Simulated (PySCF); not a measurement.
# [Nd(H2O)4]2+: other functionals and bases at one geometry

The task here is to estimate one member of a computed series from the others.

Computed with PySCF 2.14.0. Level: several levels, as the steps say, no spin–orbit coupling.

1 further run of the same task is left out (for a known fault of the program).

### The starting structure

13 atoms, charge 2, spin multiplicity 1.

Bond lengths: Nd1–O2 2.565 Å, Nd1–O5 2.565 Å, Nd1–O8 2.565 Å, Nd1–O11 2.565 Å, O2–H3 0.971 Å, O2–H4 0.971 Å, O5–H6 0.971 Å, O5–H7 0.971 Å, O8–H9 0.971 Å, O8–H10 0.971 Å, O11–H12 0.971 Å, O11–H13 0.971 Å. Angles: O2–Nd1–O5 111.2°, O2–Nd1–O8 106.0°, O2–Nd1–O11 111.2°, O5–Nd1–O8 111.2°, O5–Nd1–O11 106.0°, O8–Nd1–O11 111.2°, Nd1–O2–H3 128.0°, Nd1–O2–H4 128.2°, H3–O2–H4 103.8°, Nd1–O5–H6 128.2°, Nd1–O5–H7 128.0°, H6–O5–H7 103.8°, Nd1–O8–H9 128.2°, Nd1–O8–H10 128.0°, H9–O8–H10 103.8°, Nd1–O11–H12 128.0°, Nd1–O11–H13 128.2°, H12–O11–H13 103.8°.

Geometry (Å):

```xyz
13

Nd    0.0000    0.0000    0.0000
O     1.5429    1.4178    1.4797
H     1.4653    1.5908    2.4319
H     2.3464    1.8981    1.2223
O    -1.5428   -1.4797    1.4178
H    -2.3467   -1.2222    1.8979
H    -1.4651   -2.4320    1.5909
O     1.5429   -1.4178   -1.4797
H     2.3464   -1.8981   -1.2223
H     1.4653   -1.5908   -2.4319
O    -1.5428    1.4797   -1.4178
H    -1.4651    2.4320   -1.5909
H    -2.3467    1.2222   -1.8979
```

Formal oxidation states: Nd +2. Each metal's 4 4f electrons lie in its core potential, so multiplicities, spins and levels count the valence alone. An earlier session relaxed this geometry at PBE0, Nd lcecp-0-SVP with ECP50, O def2-SVP, H def2-SVP (singlet, point group S4).

At PBE0 on the finer grid: E = -332.544173 Eh, frontier levels not given, since the 4f levels lie in the core, Mulliken charge on Nd1 +1.29 e, largest force component 0.008 eV/Å. 

Levels to run: PBE; BLYP; PBE0, TZVP. Hardware: 2 threads of Arm Neoverse V2, shared host.

Set-up of the first run:

The input, run.py (the lines that set the calculation):

```python
mol = gto.M(atom='''
Nd     0.00002     0.00000     0.00000
O      1.54289     1.41778     1.47968
H      1.46534     1.59076     2.43193
H      2.34642     1.89813     1.22225
O     -1.54284    -1.47968     1.41780
H     -2.34667    -1.22219     1.89789
H     -1.46514    -2.43197     1.59090
O      1.54289    -1.41778    -1.47968
H      2.34642    -1.89813    -1.22225
H      1.46534    -1.59076    -2.43193
O     -1.54284     1.47968    -1.41780
H     -1.46514     2.43197    -1.59090
H     -2.34667     1.22219    -1.89789''',
    basis={'Nd': 'lcecp-0-SVP', 'O': 'def2-SVP', 'H': 'def2-SVP'},
    ecp={'Nd': 'lcecp-0-SVP'},
    charge=2, spin=0)
mf = dft.RKS(mol, xc='PBE')
mf.grids.atom_grid = (75, 302)  # f atoms: unpruned, at least (60, 302)
mf = mf.density_fit()  # fitting sets: Nd AutoAux, O def2-universal-JKFIT, H def2-universal-JKFIT
mf.conv_tol = 1e-08; mf.max_cycle = 55
mf.kernel(dm0)  # dm0: the density of the relaxed state
```

Command:

```bash
$ OMP_NUM_THREADS=2 python run.py
```

Steps of the session up to this table: PBE; BLYP; PBE0, TZVP.

One of the session's tables, all rows but one given; the rest of the session is left out.

```
              level  charge on Nd1 (e)  largest force component (eV/Å)
PBE0 (relaxed here)               1.29                            0.01
                PBE                  ?                               ?
               BLYP               1.14                            0.62
         PBE0, TZVP               1.63                            0.23
```

Estimate the missing values for PBE.

The run gave: charge on Nd1 (e): 1.16; largest force component (eV/Å): 0.51. In the column «charge on Nd1 (e)» it lies between BLYP (1.14) and PBE0 (relaxed here) (1.29).

The largest leftover force, 0.62 eV/Å with BLYP, stands at a geometry relaxed at another level. With 4f in the core, its levels are missing from HOMO and gap, and its count is fixed, so no charge can pass from the ligands into it. Total energies of different levels can't be compared.
